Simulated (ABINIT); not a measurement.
CaBr: equation of state with PBE

CaBr:

```
CELL_PARAMETERS angstrom
4.08415 0.00000 0.00000
-2.04207 3.53698 0.00000
0.00000 0.00000 9.67213
ATOMIC_POSITIONS crystal
Br 0.66667 0.33333 0.53449
Br 0.33333 0.66667 0.03449
Ca 0.66667 0.33333 0.84051
Ca 0.33333 0.66667 0.34051
```

The cell comes from a database or a generator and needn't be the stable form of this composition.

* Program: ABINIT 10.8.3 (patched build)
* Task: equation of state
* Functional: PBE
* Potentials or basis: JTH PAW PBE v2.0
* Cutoff: 517 eV
* k mesh: 8 × 8 × 3
* Occupations: fermi-dirac, width 0.05 eV
* Spin: no spin polarisation

The equilibrium volume is 35.82 Å³/atom and the bulk modulus at fixed shape and positions is 20 GPa. The pressure derivative of the bulk modulus is 4.0.

Energy against volume, from the lowest point:
| volume (Å³/atom) | energy (meV/atom) |
| --- | --- |
| 32.834 | 18.13 |
| 33.533 | 10.25 |
| 34.231 | 4.74 |
| 34.930 | 1.40 |
| 35.628 | 0.00 |
| 36.327 | 0.36 |
| 37.026 | 2.35 |

Wall time 5.7 min on 1 thread of Arm Neoverse V1, with other jobs on the host, peak memory 0.22 GiB.

Caveat: pressures at fixed basis lie under the slope of the energies; the cell was scaled at fixed shape and fractional positions, which overstates the stiffness of a crystal with free parameters, most of all of layers and chains.
